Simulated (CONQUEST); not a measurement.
# CS2 (P1) in CONQUEST: convergence with scf tolerance

Aim: find how far scf tolerance must go before the results for CS2 settle, at PBE. This setting moves, with any that are tied to it; all else stays.

Program: CONQUEST 1.3. These are calculated values, not measurements. Logs are shortened: lines on timing, memory, paths and dates and some standing lists are left out, and cuts for length are marked.

## 1. The cell of the first run

The typed cell holds 12 atoms: a = 5.989 Å, b = 7.292 Å, c = 9.851 Å, α = 90.00°, β = 90.00°, γ = 90.00°.

The cell comes from a database or a generator and needn't be the stable form of this composition.

The cell isn't the ideal one: atoms moved at random.

## 2. With scf tolerance 0.01

File Conquest_input:

```
IO.Title CS2
IO.Coordinates coords.dat
IO.FractionalAtomicCoords T
IO.Iprint 2
IO.Iprint_init 1
General.NumberOfSpecies 2
General.PseudopotentialType hamann
AtomMove.TypeOfRun static
AtomMove.FullStress T
Grid.GridCutoff 120
DM.SolutionMethod diagon
Diag.MPMesh T
Diag.GammaCentred T
Diag.MPMeshX 3
Diag.MPMeshY 3
Diag.MPMeshZ 2
Diag.kT 0.00183747
minE.SCTolerance 0.01
SC.MaxIters 100
IO.AtomChargeOutput T
%block ChemicalSpeciesLabel
1 32.070 S
2 12.010 C
%endblock
```

File coords.dat:

```
   11.3168667823     0.0000000000     0.0000000000
    0.0000000000    13.7790816569     0.0000000000
    0.0000000000     0.0000000000    18.6161777133
12
  0.1831170000   0.9959770000   0.8890660000 1 T T T
  0.6831170000   0.4959770000   0.8890660000 1 T T T
  0.3190800000   0.0076480000   0.3881430000 1 T T T
  0.8190800000   0.5076480000   0.3881430000 1 T T T
  0.1833115000   0.4971495000   0.6052360000 1 T T T
  0.6833115000   0.9971495000   0.6052360000 1 T T T
  0.3163675000   0.4980125000   0.1152210000 1 T T T
  0.8163675000   0.9980125000   0.1152210000 1 T T T
  0.4926625000   0.0097715000   0.5014210000 2 T T T
  0.9926625000   0.5097715000   0.5014210000 2 T T T
  0.4974415000   0.4959635000   0.0065010000 2 T T T
  0.9974415000   0.9959635000   0.0065010000 2 T T T
```

Potentials or basis: PseudoDojo NC PBE, DZP, grid cutoff 120 Ha.

On the command line:

```bash
OMP_NUM_THREADS=1 Conquest
```

It took 21 s on 1 thread of INTEL XEON PLATINUM 8581C at 2.30GHz (Emerald Rapids), shared host; peak memory 1 GiB.

Results:

* Free energy: -3053.8280 eV
* Band gap on the k mesh: 3.30 eV
* Mulliken charges: S +0.00, +0.13, +0.10, +0.20; C -0.23, -0.20 e

## 3. With scf tolerance 0.001

Edit Conquest_input of step 2 so:

```diff
@@ -17,3 +17,3 @@
 Diag.kT 0.00183747
-minE.SCTolerance 0.01
+minE.SCTolerance 0.001
 SC.MaxIters 100
```

coords.dat is that of step 2.

Potentials or basis: PseudoDojo NC PBE, DZP, grid cutoff 120 Ha.

On the command line:

```bash
OMP_NUM_THREADS=1 Conquest
```

It took 24 s on 1 thread of INTEL XEON PLATINUM 8581C at 2.30GHz (Emerald Rapids), shared host; peak memory 1 GiB.

Results:

- Free energy: -3051.4671 eV
- Pressure: 3.1 GPa
- Band gap on the k mesh: 3.46 eV
- Mulliken charges: S -0.12, -0.01, -0.09, +0.03; C +0.10, +0.09 e

## 4. With scf tolerance 0.0001

Edit Conquest_input of step 3 so:

```diff
@@ -17,3 +17,3 @@
 Diag.kT 0.00183747
-minE.SCTolerance 0.001
+minE.SCTolerance 0.0001
 SC.MaxIters 100
```

coords.dat is that of step 3.

On the command line:

```bash
OMP_NUM_THREADS=1 Conquest
```

Run time: 29 s. Hardware: 1 thread of INTEL XEON PLATINUM 8581C at 2.30GHz (Emerald Rapids), shared host; peak memory 1 GiB.

The run converged. Its results:

| Quantity | Value |
| --- | --- |
| Free energy | -3051.3895 eV |
| Pressure | 2.1 GPa |
| Band gap on the k mesh | 3.48 eV |
| Mulliken charges | S -0.09, -0.08, -0.04; C +0.16, +0.13 e |

## 5. With scf tolerance 1e-05

Edit Conquest_input of step 4 so:

```diff
@@ -17,3 +17,3 @@
 Diag.kT 0.00183747
-minE.SCTolerance 0.0001
+minE.SCTolerance 1e-05
 SC.MaxIters 100
```

coords.dat is that of step 4.

On the command line:

```bash
OMP_NUM_THREADS=1 Conquest
```

Wall time 32 s (1 thread of INTEL XEON PLATINUM 8581C at 2.30GHz (Emerald Rapids), shared host); peak memory 1 GiB.

It converged, with:

* Free energy: -3051.3886 eV
* Pressure: 2.2 GPa
* Largest force: 3.851 eV/Å
* Band gap on the k mesh: 3.48 eV
* Mulliken charges: S -0.10, -0.08, -0.07, -0.04; C +0.15, +0.14 e

## 6. With scf tolerance 1e-06

Edit Conquest_input of step 5 so:

```diff
@@ -17,3 +17,3 @@
 Diag.kT 0.00183747
-minE.SCTolerance 1e-05
+minE.SCTolerance 1e-06
 SC.MaxIters 100
```

coords.dat is that of step 5.

Potentials or basis: PseudoDojo NC PBE, DZP, grid cutoff 120 Ha.

On the command line:

```bash
OMP_NUM_THREADS=1 Conquest
```

Run time: 35 s. Hardware: 1 thread of INTEL XEON PLATINUM 8581C at 2.30GHz (Emerald Rapids), shared host; peak memory 1 GiB.

Results (log left out):

- Free energy: -3051.3886 eV
- Pressure: 2.2 GPa
- Largest force: 3.854 eV/Å
- Band gap on the k mesh: 3.48 eV
- Mulliken charges: S -0.10, -0.08, -0.07, -0.04; C +0.15, +0.14 e

## 7. With scf tolerance 1e-07

Edit Conquest_input of step 6 so:

```diff
@@ -17,3 +17,3 @@
 Diag.kT 0.00183747
-minE.SCTolerance 1e-06
+minE.SCTolerance 1e-07
 SC.MaxIters 100
```

coords.dat is that of step 6.

On the command line:

```bash
OMP_NUM_THREADS=1 Conquest
```

Run time: 41 s. Hardware: 1 thread of INTEL XEON PLATINUM 8581C at 2.30GHz (Emerald Rapids), shared host; peak memory 1 GiB.

The run converged. Its results:

```
Free energy            : -3051.3886 eV
Pressure               : 2.2 GPa
Largest force          : 3.854 eV/Å
Band gap on the k mesh : 3.48 eV
Mulliken charges       : S -0.10, -0.08, -0.07, -0.04; C +0.15, +0.14 e
```

## 8. With scf tolerance 1e-08

Edit Conquest_input of step 7 so:

```diff
@@ -17,3 +17,3 @@
 Diag.kT 0.00183747
-minE.SCTolerance 1e-07
+minE.SCTolerance 1e-08
 SC.MaxIters 100
```

coords.dat is that of step 7.

On the command line:

```bash
OMP_NUM_THREADS=1 Conquest
```

Run time: 45 s. Hardware: 1 thread of INTEL XEON PLATINUM 8581C at 2.30GHz (Emerald Rapids), shared host; peak memory 1 GiB.

It converged, with:

| Item | Value |
| --- | --- |
| Free energy | -3051.3886 eV |
| Pressure | 2.2 GPa |
| Largest force | 3.854 eV/Å |
| Band gap on the k mesh | 3.48 eV |
| Mulliken charges | S -0.10, -0.08, -0.07, -0.04; C +0.15, +0.14 e |

## 9. With scf tolerance 1e-09

Edit Conquest_input of step 8 so:

```diff
@@ -17,3 +17,3 @@
 Diag.kT 0.00183747
-minE.SCTolerance 1e-08
+minE.SCTolerance 1e-09
 SC.MaxIters 100
```

coords.dat is that of step 8.

Potentials or basis: PseudoDojo NC PBE, DZP, grid cutoff 120 Ha.

On the command line:

```bash
OMP_NUM_THREADS=1 Conquest
```

Standard output:

```text
Simulation cell dimensions:    11.3169 a0 x    13.7791 a0 x    18.6162 a0

      Atomic coordinates (a0)
         Atom         X         Y         Z  Species
            1    2.0723   13.7236   16.5510        1
            2    7.7307    6.8341   16.5510        1
            3    3.6110    0.1054    7.2257        1
            4    9.2694    6.9949    7.2257        1
            5    2.0745    6.8503   11.2672        1
            6    7.7329   13.7398   11.2672        1
            7    3.5803    6.8622    2.1450        1
            8    9.2387   13.7517    2.1450        1
            9    5.5754    0.1346    9.3345        2
           10   11.2338    7.0242    9.3345        2
           11    5.6295    6.8339    0.1210        2
           12   11.2879   13.7235    0.1210        2

         Monkhorst-Pack mesh:   3 x   3 x   2 gamma-centred
        This calculation includes non-local pseudopotentials,
         with a maximum core radius of      6.24713685

    Job title: CS2
    Job to be run: static calculation

[... 5 lines left out ...]
      Using Fermi-Dirac smearing

    Integration grid size:     60 x   72 x   96

    Integration grid spacing:  0.189 a0 x 0.191 a0 x 0.194 a0

    Number of species:  2
    --------------------------------------------------------
    |   #  mass (au)  Charge (e)  SF Rad (a0)  NSF  Label  |
    --------------------------------------------------------
    |   1     32.070       6.000        6.399   13  S      |
    |   2     12.010       4.000        6.593   13  C      |
    --------------------------------------------------------
          SCF tolerance:                 0.00000000
          SCF iterations:               100

    The functional used will be GGA PBE96

           radial cut-off to be used is taken to be max PAO cut-off radius for this species:    6.083497

           greatest ang. mom. for making density from PAOs:  2

           radial cut-off to be used is taken to be max PAO cut-off radius for this species:    6.247137

           greatest ang. mom. for making density from PAOs:  2
    Minimum blocs/proc is     6480. Maximum blocs/proc is     6480
    set_atom_dens: In set_atomic_density, electrons :      64.000000000000
 matrix_size & matrix_size_padH =          156         156

    Screened ion int: energy:     -81.214020452451 Ha

    new_SC_potl: Starting.  Tolerance:  0.10000E-08

    PulayMixSC: Starting Pulay mixing, A_up =  0.500 A_dn =  0.500
    PulayMixSC: Spin non-polarised calculation.
          Harris-Foulkes Energy            :      -112.226108786725916 Ha
          (TS=0 as O(N) or entropic contribution is negligible)
          DFT Total Energy                 :      -111.943817979032019 Ha
          Total number of electrons        :        63.999999999998600
    PulayMixSC: Pulay iteration     1 residual:              0.35763E-02
          Harris-Foulkes Energy            :      -112.195938339668402 Ha
          (TS=0 as O(N) or entropic contribution is negligible)
          DFT Total Energy                 :      -111.971458486316791 Ha
          Total number of electrons        :        64.000037974536355
    PulayMixSC: Pulay iteration     2 residual:              0.28451E-02
          Harris-Foulkes Energy            :      -112.139345815170017 Ha
          (TS=0 as O(N) or entropic contribution is negligible)
          DFT Total Energy                 :      -112.129099357669986 Ha
          Total number of electrons        :        64.000050052624900
    PulayMixSC: Pulay iteration     3 residual:              0.87858E-03
          Harris-Foulkes Energy            :      -112.142971275372830 Ha
          (TS=0 as O(N) or entropic contribution is negligible)
          DFT Total Energy                 :      -112.101916620922296 Ha
          Total number of electrons        :        64.000073157069139
    PulayMixSC: Pulay iteration     4 residual:              0.69445E-03
          Harris-Foulkes Energy            :      -112.136823589743088 Ha
          (TS=0 as O(N) or entropic contribution is negligible)
          DFT Total Energy                 :      -112.134660453791014 Ha
          Total number of electrons        :        64.000075464612408
    PulayMixSC: Pulay iteration     5 residual:              0.17541E-03
          Harris-Foulkes Energy            :      -112.136497579787203 Ha
          (TS=0 as O(N) or entropic contribution is negligible)
          DFT Total Energy                 :      -112.136361080430518 Ha
          Total number of electrons        :        64.000078134807282
    PulayMixSC: Pulay iteration     6 residual:              0.61070E-04
[... 41 lines left out ...]
          (TS=0 as O(N) or entropic contribution is negligible)
          DFT Total Energy                 :      -112.136464344049188 Ha
          Total number of electrons        :        64.000078907738342
    PulayMixSC: Pulay iteration    15 residual:              0.95064E-08
          Harris-Foulkes Energy            :      -112.136464344049159 Ha
          (TS=0 as O(N) or entropic contribution is negligible)
          DFT Total Energy                 :      -112.136464344052030 Ha
          Total number of electrons        :        64.000078907626488
    PulayMixSC: Pulay iteration    16 residual:              0.45728E-08
          Harris-Foulkes Energy            :      -112.136464344050083 Ha
          (TS=0 as O(N) or entropic contribution is negligible)
          DFT Total Energy                 :      -112.136464344050921 Ha
          Total number of electrons        :        64.000078907533151
    PulayMixSC: Pulay iteration    17 residual:              0.15215E-08
          Harris-Foulkes Energy            :      -112.136464344050324 Ha
          (TS=0 as O(N) or entropic contribution is negligible)
          DFT Total Energy                 :      -112.136464344050324 Ha
          Total number of electrons        :        64.000078907487676
    PulayMixSC: Pulay iteration    18 residual:              0.19338E-08
          Harris-Foulkes Energy            :      -112.136464344050424 Ha
          (TS=0 as O(N) or entropic contribution is negligible)
          DFT Total Energy                 :      -112.136464344049870 Ha
          Total number of electrons        :        64.000078907484195
    PulayMixSC: Pulay iteration    19 residual:              0.41968E-09
    PulayMixSC: Reached SCF tolerance of  0.41968E-09 after     19 iterations
      | Number of electrons      =        64.000079
      |* band energy as 2Tr[K.H] =       -28.732023203135999 Ha
      |  screened ion-ion energy =       -81.214020452451408 Ha
      |  Ha correction           =        -1.651260569172158 Ha
      |  XC correction           =        -0.539160115231666 Ha
      |* Harris-Foulkes energy   =      -112.136464344050424 Ha
      |* DFT total energy        =      -112.136464344049870 Ha
      |  estimated accuracy      =        -0.000000000000554 Ha

    force: Forces on atoms (Ha/a0)
    force:  Atom   X              Y              Z
    force:     1  -0.0143877962  -0.0004743502   0.0167595465
    force:     2  -0.0143877962  -0.0004743502   0.0167595465
    force:     3  -0.0426234976   0.0027039086  -0.0392833519
    force:     4  -0.0426234976   0.0027039086  -0.0392833519
    force:     5   0.0304956459   0.0008279542   0.0334469873
    force:     6   0.0304956459   0.0008279542   0.0334469873
    force:     7  -0.0368884836   0.0000424751   0.0380676524
    force:     8  -0.0368884836   0.0000424751   0.0380676524
    force:     9   0.0122318959  -0.0035372812   0.0060754263
    force:    10   0.0122318959  -0.0035372812   0.0060754263
    force:    11   0.0511373123   0.0003234157  -0.0547813169
    force:    12   0.0511373123   0.0003234157  -0.0547813169

    force: Maximum force :        0.05478132(Ha/a0) on atom        12 in z direction
    force: Force Residual:        0.04921012 Ha/a0
    force: Total stress:         -3.54058983     0.08001006    -2.13831846 GPa
                             0.08001006     0.43424291     0.04927288
                            -2.13831846     0.04927288    -3.43749427
    force: Average pressure:      2.18128040 GPa

    force: Finished force
    get_E_and_F: Change in energy during last step of electronic optimisation: -0.99476E-13

    BIBLIOGRAPHY: Please consider citing the following references in the conquest.bib file

    CONQUEST:         Bowler2002pt, Miyazaki2004, Nakata2020
    Basis:            Bowler2019
    DM:               Bowler:2006xr
    Pseudopotentials: Hamann2013, Bowler2019
    XC functional:    Perdew1996
```

It took 51 s on 1 thread of INTEL XEON PLATINUM 8581C at 2.30GHz (Emerald Rapids), shared host; peak memory 1 GiB.

What came out:

```yaml
Free_energy: -3051.3886 eV
Pressure: 2.2 GPa
Largest_force: 3.854 eV/Å
Band_gap_on_the_k_mesh: 3.48 eV
Mulliken_charges: S -0.10, -0.08, -0.07, -0.04; C +0.15, +0.14 e
```

## 10. The series at a glance

| scf tolerance | energy less the tightest run, at zero smearing (meV/atom) | pressure (GPa) | gap on the mesh (eV) | SCF cycles | CPU time (s) | peak memory (GiB) |
| --- | --- | --- | --- | --- | --- | --- |
| 0.01 | -203.28 | - | 3.299 | 1 | 21 | 1 |
| 0.001 | -6.53 | 3.06 | 3.459 | 3 | 24 | 1 |
| 0.0001 | -0.08 | 2.14 | 3.478 | 6 | 29 | 1 |
| 1e-05 | 0.00 | 2.18 | 3.482 | 8 | 32 | 1 |
| 1e-06 | 0.00 | 2.18 | 3.482 | 10 | 35 | 1 |
| 1e-07 | 0.00 | 2.18 | 3.482 | 13 | 41 | 1 |
| 1e-08 | 0.00 | 2.18 | 3.482 | 15 | 45 | 1 |
| 1e-09 | 0.00 | 2.18 | 3.482 | 19 | 51 | 1 |

Against the tightest run, the energy stays within 1 meV/atom from 0.0001 on; the pressure stays within 0.1 GPa from 0.0001 on; the gap on the mesh stays within 0.01 eV from 0.0001 on. The tightest run that finished is the yardstick and may itself not be fully converged.

Caveats: an odd mesh through Γ misses points on the zone boundary, where band edges often lie; the basis of atomic orbitals isn't converged, which shifts pressures, moduli and gaps.
